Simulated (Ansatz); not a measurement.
NaLaMnMoO6:

```
CELL_PARAMETERS angstrom
4.72242 -2.73688 0.00204
4.72242 2.73688 0.00204
-3.17796 0.00000 4.47000
ATOMIC_POSITIONS crystal
Na 0.25021 0.25021 0.74459
La 0.75117 0.75117 0.25707
Mn 0.49918 0.49918 0.49917
Mo 0.00110 0.00110 0.00114
O 0.28503 0.78106 0.28520
O 0.78106 0.28503 0.28520
O 0.25187 0.25187 0.18775
O 0.74777 0.74777 0.81124
O 0.21883 0.71407 0.71525
O 0.71407 0.21883 0.71525
```

The cell was built by a generator and needn't be a form met in nature.

- Program: Ansatz 0.2.0
- Task: relaxation of cell and atoms
- Functional: PBE
- Dispersion: D3(BJ)
- Potentials or basis: Ansatz PAW
- Cutoff: 420 eV (not typed: the program's choice for these potentials)
- k mesh: 5 × 5 × 5
- Occupations: fermi-dirac, width 0.05 eV
- Spin: collinear spin, ferromagnetic start
- Starting moments: [0.0, 0.0, 4.0, 1.0, 0.0, 0.0, 0.0, 0.0, 0.0, 0.0] μB

At the start: volume 11.56 Å³/atom.

Q: How do energy, volume and symmetry change on relaxing?

A: It ends after 12 steps and the volume is 11.44 Å³/atom (-1.0 %); space group Cm (No. 8, to 0.05 Å); moment 2.48 μB per cell.

Step by step:
```
step  energy change (eV)  largest force (eV/Å)  volume (Å³)
   1              0.0000                0.2344       115.58
   2             -0.0225                0.1102       114.10
   3             -0.0249                0.0630       114.01
   4             -0.0253                0.0365       114.39
   5             -0.0253                0.0372       114.39
   6             -0.0254                0.0537       114.38
   7             -0.0255                0.0192       114.41
   8             -0.0253                0.0051       114.47
   9             -0.0211                0.0051       114.47
  10             -0.0215                0.0070       114.37
  11             -0.0214                0.0027       114.41
  12             -0.0212                0.0027       114.41
```

Final structure:
```
Na La Mn Mo O
1.0
     4.70357   -2.72901   -0.00586
     4.70357    2.72901   -0.00586
    -3.17275    0.00000    4.46059
Na La Mn Mo O
1 1 1 1 6
Cartesian
  -0.0034 0.0000 3.3111
  6.2496 0.0000 1.1420
  3.1117 0.0000 2.2219
  0.0073 0.0000 0.0062
  4.1396 1.3624 1.2801
  4.1396 -1.3624 1.2801
  1.7951 0.0000 0.7913
  4.4445 0.0000 3.6412
  2.0838 1.3535 3.1771
  2.0838 -1.3535 3.1771
```

Caveat: the plane-wave basis is chosen anew once the cell has moved, so the energies of steps on either side of that aren't comparable; the pressure holds a Pulay correction of +0.6 GPa for the finite cutoff; a cell with one magnetic atom can't hold antiferromagnetic order, which such compounds often take; pairwise dispersion overbinds metals, which lowers pressure and volume; the starting moments weren't kept.
